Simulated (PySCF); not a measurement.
**[Eu(H2O)]3+: how settings move a single point**

Aim: repeat the single point on relaxed [Eu(H2O)]3+ with altered settings, some of them bad on purpose. It is a constructed species; whether it can be made isn't addressed.

Computed with PySCF 2.14.0. Level: TPSS, Eu lcecp-1-SVP with ECP52, O def2-SVP, H def2-SVP; scalar-relativistic core potentials, no spin–orbit coupling.

4 further runs of the same task are left out: 2 for a known fault of the program, 1 that didn't finish, 1 set aside as unsound or not needed.

### 1 The system as given

4 atoms, charge 3, spin multiplicity 1.

Bond lengths: Eu1–O2 2.225 Å, O2–H3 1.012 Å, O2–H4 1.012 Å. Angles: Eu1–O2–H3 128.8°, Eu1–O2–H4 128.8°, H3–O2–H4 102.4°.

Coordinates:

```xyz
4
charge 3, multiplicity 1
Eu    0.0000    0.0000   -0.0963
O     0.0000    0.0000    2.1291
H     0.7887    0.0000    2.7635
H    -0.7887    0.0000    2.7635
```

Formal oxidation states: Eu +3. Each metal's 6 4f electrons lie in its core potential, so multiplicities, spins and levels count the valence alone. An earlier session relaxed this geometry at TPSS, Eu lcecp-1-SVP with ECP52, O def2-SVP, H def2-SVP (singlet, point group C2v).

The sound run used a (50, 194) grid (finer on f atoms), a threshold of 1e-8 and at most 55 cycles, and ended at -110.366296 Eh.

### 2 Try 1

run.py (the lines that set the calculation) reads:

```python
mol = gto.M(atom='''
Eu     0.00000     0.00000    -0.09627
O      0.00000     0.00000     2.12908
H      0.78870     0.00000     2.76351
H     -0.78870     0.00000     2.76351''',
    basis={'Eu': 'lcecp-1-SVP', 'O': 'def2-SVP', 'H': 'def2-SVP'},
    ecp={'Eu': 'lcecp-1-SVP'},
    charge=3, spin=0)
mf = dft.RKS(mol, xc='TPSS')
mf.grids.atom_grid = (50, 194)  # f atoms: unpruned, at least (60, 302)
mf = mf.density_fit()  # fitting sets: Eu AutoAux, O def2-universal-JKFIT, H def2-universal-JKFIT
mf.conv_tol = 0.001; mf.max_cycle = 55
mf.kernel(dm0)  # dm0: free metal ions and neutral atoms
```

Run with:

```bash
OMP_NUM_THREADS=2 python run.py
```

The log of the run:

```text
init E= -100.583970067014
  HOMO = -1.61307494981274  LUMO = -1.07159351576929  gap/eV = 14.73446
cycle= 1 E= -107.673837933143  delta_E= -7.09  |g|= 3.48  |ddm|= 2.96
  HOMO = -0.808658417739214  LUMO = -0.804480740958689  gap/eV = 0.11368
cycle= 2 E= -95.3795031810824  delta_E= 12.3  |g|= 4.56  |ddm|= 5.33
  HOMO = -1.27021354242554  LUMO = -0.929080265056761  gap/eV = 9.28271
cycle= 3 E= -109.925439209205  delta_E= -14.5  |g|= 1.21  |ddm|= 4.88
  HOMO = -1.09358252215517  LUMO = -0.783788363684951  gap/eV = 8.42993
cycle= 4 E= -110.271897237279  delta_E= -0.346  |g|= 0.682  |ddm|= 1.61
  HOMO = -0.943312972565089  LUMO = -0.799705203520436  gap/eV = 3.90777
cycle= 5 E= -110.357071644369  delta_E= -0.0852  |g|= 0.178  |ddm|= 0.638
  HOMO = -0.97160108538483  LUMO = -0.776600370526035  gap/eV = 5.30624
cycle= 6 E= -110.365069127561  delta_E= -0.008  |g|= 0.071  |ddm|= 0.256
  HOMO = -0.96526370484866  LUMO = -0.782566840689704  gap/eV = 4.97143
cycle= 7 E= -110.366279149822  delta_E= -0.00121  |g|= 0.00864  |ddm|= 0.0582
  HOMO = -0.964522967701907  LUMO = -0.783351238067884  gap/eV = 4.92993
cycle= 8 E= -110.366295691849  delta_E= -1.65e-05  |g|= 0.00118  |ddm|= 0.00701
  HOMO = -0.963997261443172  LUMO = -0.783391119307017  gap/eV = 4.91454
Extra cycle  E= -110.366294679782  delta_E= 1.01e-06  |g|= 0.00252  |ddm|= 0.00251
converged SCF energy = -110.366294679782
```

It took 1.3 s on 2 threads of AMD EPYC 9R45 (Zen 5), shared host.

Changed: the SCF threshold (0.001). It converges in 8 cycles, at the sound run's energy within 0.001 eV, with a largest force component of 0.02 eV/Å. The result survives the change.

### 3 Try 2

Edit run.py (the lines that set the calculation) of step 2 so:

```diff
@@ -11,3 +11,3 @@
 mf = mf.density_fit()  # fitting sets: Eu AutoAux, O def2-universal-JKFIT, H def2-universal-JKFIT
-mf.conv_tol = 0.001; mf.max_cycle = 55
-mf.kernel(dm0)  # dm0: free metal ions and neutral atoms
+mf.conv_tol = 1e-08; mf.max_cycle = 55
+mf.kernel(dm0)  # dm0: smeared density
```

Run with:

```bash
OMP_NUM_THREADS=2 python run.py
```

The log of the run:

```text
init E= -110.341781581506
  HOMO = -0.983280630119864  LUMO = -0.774942254971946  gap/eV = 5.66918
cycle= 1 E= -110.364007909521  delta_E= -0.0222  |g|= 0.0916  |ddm|= 0.0953
  HOMO = -0.933144674668103  LUMO = -0.790534928978713  gap/eV = 3.88061
cycle= 2 E= -110.353445204256  delta_E= 0.0106  |g|= 0.242  |ddm|= 0.282
  HOMO = -0.962880998954002  LUMO = -0.784943123086752  gap/eV = 4.84194
cycle= 3 E= -110.366270044191  delta_E= -0.0128  |g|= 0.00849  |ddm|= 0.175
  HOMO = -0.964255647492656  LUMO = -0.783277145012681  gap/eV = 4.92468
cycle= 4 E= -110.366295805829  delta_E= -2.58e-05  |g|= 0.000911  |ddm|= 0.0128
  HOMO = -0.964325517455794  LUMO = -0.783335507765894  gap/eV = 4.92499
cycle= 5 E= -110.366295978214  delta_E= -1.72e-07  |g|= 8.3e-05  |ddm|= 0.000777
  HOMO = -0.964338877212786  LUMO = -0.783347584980657  gap/eV = 4.92502
cycle= 6 E= -110.366295979553  delta_E= -1.34e-09  |g|= 9.7e-06  |ddm|= 7.8e-05
  HOMO = -0.96434186495344  LUMO = -0.783345401670716  gap/eV = 4.92516
Extra cycle  E= -110.366295979508  delta_E= 4.57e-11  |g|= 1.81e-05  |ddm|= 2.53e-05
converged SCF energy = -110.366295979508
```

Run time: 1.2 s. Hardware: 2 threads of AMD EPYC 9R45 (Zen 5), shared host.

Changed: the starting guess (smeared density). It converges in 6 cycles, at the sound run's energy within 0.001 eV, with a largest force component of 0.00 eV/Å. The result survives the change.

### 4 Try 3

run.py (the lines that set the calculation) reads:

```python
mol = gto.M(atom='''
Eu     0.00000     0.00000    -0.10782
O      0.00000     0.00000     2.38456
H      0.88335     0.00000     3.09513
H     -0.88335     0.00000     3.09513''',
    basis={'Eu': 'lcecp-1-SVP', 'O': 'def2-SVP', 'H': 'def2-SVP'},
    ecp={'Eu': 'lcecp-1-SVP'},
    charge=3, spin=0)
mf = dft.RKS(mol, xc='TPSS')
mf.grids.atom_grid = (50, 194)  # f atoms: unpruned, at least (60, 302)
mf = mf.density_fit()  # fitting sets: Eu AutoAux, O def2-universal-JKFIT, H def2-universal-JKFIT
mf.conv_tol = 1e-08; mf.max_cycle = 55
mf.kernel(dm0)  # dm0: free metal ions and neutral atoms
```

Run with:

```bash
OMP_NUM_THREADS=2 python run.py
```

The log of the run:

```text
init E= -100.603620572114
  HOMO = -1.56623592958343  LUMO = -1.07180055145286  gap/eV = 13.45427
cycle= 1 E= -107.472160161965  delta_E= -6.87  |g|= 3.43  |ddm|= 2.88
  HOMO = -0.808165662928181  LUMO = -0.804143576458076  gap/eV = 0.10945
cycle= 2 E= -89.0883034563493  delta_E= 18.4  |g|= 2.91  |ddm|= 5.63
  HOMO = -0.937384549606857  LUMO = -0.916081406097507  gap/eV = 0.57969
cycle= 3 E= -90.9387710900656  delta_E= -1.85  |g|= 5.96  |ddm|= 8.14
  HOMO = -0.983667803942978  LUMO = -0.90222820192721  gap/eV = 2.21608
cycle= 4 E= -93.1515958822629  delta_E= -2.21  |g|= 5.52  |ddm|= 1.37
  HOMO = -0.994732122799604  LUMO = -0.911913161419391  gap/eV = 2.25362
cycle= 5 E= -93.1277479252112  delta_E= 0.0238  |g|= 5.52  |ddm|= 0.0786
  HOMO = -1.0111688172547  LUMO = -0.925758018386336  gap/eV = 2.32415
cycle= 6 E= -92.997683587454  delta_E= 0.13  |g|= 5.55  |ddm|= 0.142
  HOMO = -1.0157260467677  LUMO = -0.929698270663819  gap/eV = 2.34094
cycle= 7 E= -93.1847264964934  delta_E= -0.187  |g|= 5.49  |ddm|= 0.107
  HOMO = -1.09829710575362  LUMO = -1.02595199357342  gap/eV = 1.96861
cycle= 8 E= -94.4012872467303  delta_E= -1.22  |g|= 5.03  |ddm|= 0.809
  HOMO = -1.1048929684366  LUMO = -1.03177215168211  gap/eV = 1.98972
cycle= 9 E= -94.3920888490067  delta_E= 0.0092  |g|= 5.02  |ddm|= 0.0566
  HOMO = -1.18110630701515  LUMO = -1.11436569745921  gap/eV = 1.81610
cycle= 10 E= -94.9823624994885  delta_E= -0.59  |g|= 4.73  |ddm|= 0.473
  HOMO = -1.20208426008823  LUMO = -1.13943194561139  gap/eV = 1.70486
cycle= 11 E= -95.1402666047113  delta_E= -0.158  |g|= 4.67  |ddm|= 0.106
  HOMO = -1.33230009822561  LUMO = -1.24304934732707  gap/eV = 2.42864
cycle= 12 E= -106.544752870313  delta_E= -11.4  |g|= 3.83  |ddm|= 4.05
  HOMO = -1.3838443603041  LUMO = -1.36906016639947  gap/eV = 0.40230
cycle= 13 E= -87.4847568879651  delta_E= 19.1  |g|= 3.25  |ddm|=  6.6
  HOMO = -1.21801775828262  LUMO = -1.16231403384796  gap/eV = 1.51578
cycle= 14 E= -107.529218081131  delta_E=  -20  |g|= 3.43  |ddm|= 6.49
  HOMO = -1.43144663344877  LUMO = -1.06422304147923  gap/eV = 9.99266
cycle= 15 E= -108.008211096683  delta_E= -0.479  |g|= 3.16  |ddm|= 0.842
  HOMO = -1.48189711896944  LUMO = -0.935746791921278  gap/eV = 14.86151
cycle= 16 E= -108.48447311031  delta_E= -0.476  |g|= 2.88  |ddm|= 0.335
  HOMO = -1.3166188525653  LUMO = -0.767807203710841  gap/eV = 14.93393
cycle= 17 E= -109.617135581221  delta_E= -1.13  |g|= 1.87  |ddm|= 0.897
  HOMO = -0.839810790293356  LUMO = -0.78715355717718  gap/eV = 1.43288
cycle= 18 E= -110.250331755694  delta_E= -0.633  |g|= 0.591  |ddm|= 1.65
  HOMO = -0.902730864374437  LUMO = -0.779697892968741  gap/eV = 3.34790
cycle= 19 E= -110.334138660613  delta_E= -0.0838  |g|= 0.103  |ddm|= 0.615
  HOMO = -0.885379160470283  LUMO = -0.784066809852611  gap/eV = 2.75685
cycle= 20 E= -110.336362623092  delta_E= -0.00222  |g|= 0.037  |ddm|= 0.132
  HOMO = -0.88960935736598  LUMO = -0.782882177300328  gap/eV = 2.90419
cycle= 21 E= -110.33673304303  delta_E= -0.00037  |g|= 0.00454  |ddm|= 0.0343
  HOMO = -0.889963713228884  LUMO = -0.782486896893812  gap/eV = 2.92459
cycle= 22 E= -110.336738617889  delta_E= -5.57e-06  |g|= 0.000322  |ddm|= 0.00478
  HOMO = -0.890011709993825  LUMO = -0.782505264196938  gap/eV = 2.92540
cycle= 23 E= -110.336738641558  delta_E= -2.37e-08  |g|= 3.87e-05  |ddm|= 0.000276
  HOMO = -0.890007576636645  LUMO = -0.782499489900733  gap/eV = 2.92544
cycle= 24 E= -110.33673864193  delta_E= -3.71e-10  |g|= 5.67e-06  |ddm|= 4.39e-05
  HOMO = -0.890004817441373  LUMO = -0.782501363020164  gap/eV = 2.92532
Extra cycle  E= -110.336738641852  delta_E= 7.73e-11  |g|= 1.87e-05  |ddm|= 2.69e-05
converged SCF energy = -110.336738641852
```

Wall time 2.4 s (2 threads of AMD EPYC 9R45 (Zen 5), shared host).

Changed: the scale of all coordinates (1.12). It converges in 24 cycles, +0.804 eV from the sound run, with a largest force component of 2.65 eV/Å. The setting is unsound, so these numbers aren't the compound's.

### 5 Try 4

run.py (the lines that set the calculation) reads:

```python
mol = gto.M(atom='''
Eu     0.00000     0.00000    -0.09627
O      0.00000     0.00000     2.12908
H      0.78870     0.00000     2.76351
H     -0.78870     0.00000     2.76351''',
    basis={'Eu': 'lcecp-1-SVP', 'O': 'def2-SVP', 'H': 'def2-SVP'},
    ecp={'Eu': 'lcecp-1-SVP'},
    charge=3, spin=0)
mf = dft.RKS(mol, xc='TPSS')
mf.grids.atom_grid = (50, 194)  # f atoms: unpruned, at least (60, 302)
mf = mf.density_fit()  # fitting sets: Eu AutoAux, O def2-universal-JKFIT, H def2-universal-JKFIT
mf.conv_tol = 1e-08; mf.max_cycle = 94
mf.kernel(dm0)  # dm0: core Hamiltonian
```

Run with:

```bash
OMP_NUM_THREADS=2 python run.py
```

The log of the run:

```text
init E= -102.258047249844
  HOMO = -0.722519736888004  LUMO = -0.71927536058494  gap/eV = 0.08828
cycle= 1 E= -87.9073876894594  delta_E= 14.4  |g|= 3.81  |ddm|= 9.11
  HOMO = -2.21154336648094  LUMO = -2.15212572867785  gap/eV = 1.61684
cycle= 2 E= -63.2521956938859  delta_E= 24.7  |g|= 6.96  |ddm|= 13.1
  HOMO = -1.49289527070071  LUMO = -1.47444125728068  gap/eV = 0.50216
cycle= 3 E= -92.382140600932  delta_E= -29.1  |g|= 5.68  |ddm|=  6.8
  HOMO = -1.47142843503592  LUMO = -1.39819432828137  gap/eV = 1.99280
cycle= 4 E= -106.240355456821  delta_E= -13.9  |g|=  4.2  |ddm|= 5.29
  HOMO = -1.31685791914507  LUMO = -1.28888233147513  gap/eV = 0.76125
cycle= 5 E= -107.904643522765  delta_E= -1.66  |g|= 3.31  |ddm|= 1.28
  HOMO = -1.38332904769739  LUMO = -1.15170330388477  gap/eV = 6.30286
cycle= 6 E= -108.625963820605  delta_E= -0.721  |g|= 2.81  |ddm|= 1.02
  HOMO = -1.44837480652943  LUMO = -0.845936820380814  gap/eV = 16.39317
cycle= 7 E= -109.760370341197  delta_E= -1.13  |g|= 1.64  |ddm|= 0.958
  HOMO = -0.984632756313815  LUMO = -0.799519496639313  gap/eV = 5.03719
cycle= 8 E= -110.3603598346  delta_E= -0.6  |g|= 0.18  |ddm|= 1.51
  HOMO = -0.930890219716126  LUMO = -0.787310790041802  gap/eV = 3.90700
cycle= 9 E= -110.354725938941  delta_E= 0.00563  |g|= 0.231  |ddm|= 0.257
  HOMO = -0.96992814334995  LUMO = -0.780112171897264  gap/eV = 5.16516
cycle= 10 E= -110.36590201119  delta_E= -0.0112  |g|= 0.0398  |ddm|= 0.207
  HOMO = -0.964244844676955  LUMO = -0.783527972363986  gap/eV = 4.91756
cycle= 11 E= -110.36629528914  delta_E= -0.000393  |g|= 0.00169  |ddm|= 0.039
  HOMO = -0.964274242424619  LUMO = -0.783379813022196  gap/eV = 4.92239
cycle= 12 E= -110.366295931379  delta_E= -6.42e-07  |g|= 0.000434  |ddm|= 0.0013
  HOMO = -0.964338806128556  LUMO = -0.783347693415227  gap/eV = 4.92502
cycle= 13 E= -110.366295979571  delta_E= -4.82e-08  |g|= 5.87e-06  |ddm|= 0.000416
  HOMO = -0.964339681032097  LUMO = -0.783346280702723  gap/eV = 4.92508
cycle= 14 E= -110.366295979581  delta_E= -1.03e-11  |g|= 5.71e-07  |ddm|= 8.46e-06
  HOMO = -0.964339485558277  LUMO = -0.783346390039955  gap/eV = 4.92507
Extra cycle  E= -110.366295979581  delta_E= -2.84e-13  |g|= 1.08e-06  |ddm|= 1.25e-06
converged SCF energy = -110.366295979581
```

Wall time 1.6 s (2 threads of AMD EPYC 9R45 (Zen 5), shared host).

Changed: the starting guess (bare core Hamiltonian); the cycle limit is 94. It converges in 14 cycles, at the sound run's energy within 0.001 eV, with a largest force component of 0.00 eV/Å. The result survives the change.

### 6 Results

| run | changed | ending | energy change (eV) | cycles | time | usable |
| --- | --- | --- | --- | --- | --- | --- |
| 1 | the SCF threshold | converged | 0.000 | 8 | 1.3 s | yes |
| 2 | the starting guess | converged | 0.000 | 6 | 1.2 s | yes |
| 3 | the scale of all coordinates | converged | +0.804 | 24 | 2.4 s | no |
| 4 | the starting guess | converged | 0.000 | 14 | 1.6 s | yes |

3 of 4 altered runs give a usable result. 1 ended normally with numbers unfit to quote.
